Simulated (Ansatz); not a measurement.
# GdBRh3: the cost of one run

Computed with Ansatz 0.2.0, driven from Python. Level of theory: DFT PBEsol, plane waves, PAW.

## (1) Starting point

It takes space group Pm-3m (No. 221, cubic). Conventional cell: a = 4.183 Å, b = 4.183 Å, c = 4.183 Å, α = 90.00°, β = 90.00°, γ = 90.00°. Gd (site symmetry m-3m) is surrounded by 12 Rh at 2.96 Å. B (site symmetry m-3m) is surrounded by 6 Rh at 2.09 Å. Rh (site symmetry 4/mmm) has 2 B at 2.09 Å in its first shell of neighbours.

The script holds or builds the structure itself.

## (2) Script

gdbrh3.py reads:

```python
"""Variable-cell relaxation of GdBRh3."""

import json
import warnings

import ansatz as az
from ase import Atoms
from ase.data import atomic_numbers
from ase.neighborlist import neighbor_list
import numpy as np
import spglib

def edges_and_angles(cell):
    cell = np.asarray(cell)
    a, b, c = np.linalg.norm(cell, axis=1)
    cosines = cell[1] @ cell[2] / (b * c), cell[0] @ cell[2] / (a * c), cell[0] @ cell[1] / (a * b)
    return (a, b, c, *np.degrees(np.arccos(cosines)))

warnings.simplefilter("ignore", az.DeckWarning)

vectors = np.array([
    [4.183, 0.0, 0.0],
    [0.0, 4.183, 0.0],
    [0.0, 0.0, 4.183],
])
system = (
    az.Lattice.of(vectors)
    .atom("Gd", (0.0, 0.0, 0.0))
    .atom("B", (0.5, 0.5, 0.5))
    .atom("Rh", (0.0, 0.5, 0.5))
    .atom("Rh", (0.5, 0.0, 0.5))
    .atom("Rh", (0.5, 0.5, 0.0))
    .moments(Gd=7)
)

# part of the cell is held
model = (
    system.calculation()
    .functional("pbesol")
    .pseudopotentials("paw")
    .basis(510)
    .kpoints(7)
    .occupations(az.OccupationsMethod.GAUSSIAN, width=0.1)
    .spin(az.SpinTreatment.COLLINEAR)
    .scf(tolerance=1e-09)
    .relax(force_tolerance=0.005, fix_cell=["c/a", "angles"])
)
done = model.run(threads=1, events_out="stream.ndjson")
with open("stream.ndjson") as stream:
    events = [json.loads(line) for line in stream]
steps = [e["data"] for e in events if e["event"] == "relax_step"]
data = done.report
for s in steps:
    flag = "" if s["accepted"] else "  (rejected)"
    print("step %2d  E = %.5f eV  largest force component = %.4f eV/A%s" % (s["step"], s["lagrangian_ev"], s["allowed_force_max_ev_ang"], flag))

first, last = steps[0], steps[-1]
symbols = [site.symbol for site in done.lattice.sites]
print(f"energy gained {first['lagrangian_ev'] - last['lagrangian_ev']:.4f} eV in {len(steps) - 1} steps")
for label, vectors in (("before", first["cell_ang"]), ("after", done.lattice.cell_ang)):
    print(label, "a b c (A) {:.4f} {:.4f} {:.4f}  angles {:.2f} {:.2f} {:.2f}".format(*edges_and_angles(vectors)), f" V = {abs(np.linalg.det(vectors)):.3f} A^3")
print("final stress xx yy zz (GPa, compression positive):", np.round(np.diag(data["stress_gpa"]), 3) + 0.0)

final = Atoms(symbols, positions=last["positions_ang"], cell=done.lattice.cell_ang, pbc=True)
i, j, d = neighbor_list("ijd", final, 4.5)
print("neighbours within 1.15 times the shortest distance of each atom (A)")
for atom in range(len(final)):
    near = [m for m in np.argsort(d) if i[m] == atom]
    shell = [m for m in near if d[m] < 1.15 * d[near[0]]]
    print(f"{symbols[atom]}{atom} ({len(shell)}):", ", ".join(f"{symbols[j[m]]} {d[m]:.3f}" for m in shell))

fractions = [site.position_frac for site in done.lattice.sites]
numbers = [atomic_numbers[s] for s in symbols]
for tolerance in (1e-3, 1e-2, 1e-1):
    print(f"space group at {tolerance} A:", spglib.get_spacegroup((done.lattice.cell_ang, fractions, numbers), symprec=tolerance))

for key in ("converged", "n_iterations", "n_electrons", "n_kpoints", "n_pw", "n_symmetry_ops", "free_energy_ev", "fermi_energy_ev"):
    print(f"{key:18s} {data[key]}")

print(f"net moment {data['magnetization_mub']:.3f} muB, absolute {data['absolute_magnetization_mub']:.3f} muB")
for index, (site, m) in enumerate(zip(done.lattice.sites, data["site_moments_mub"])):
    print(f"  {index:2d} {site.symbol:2s} {m:7.3f}")
```

## (3) Running it

Run with:

```
> python gdbrh3.py
```

**Question.** How long does this script take on 1 thread of Arm Neoverse V1, shared host, and how much memory does it need?

About 1.8 min, with a peak of 0.68 GiB.
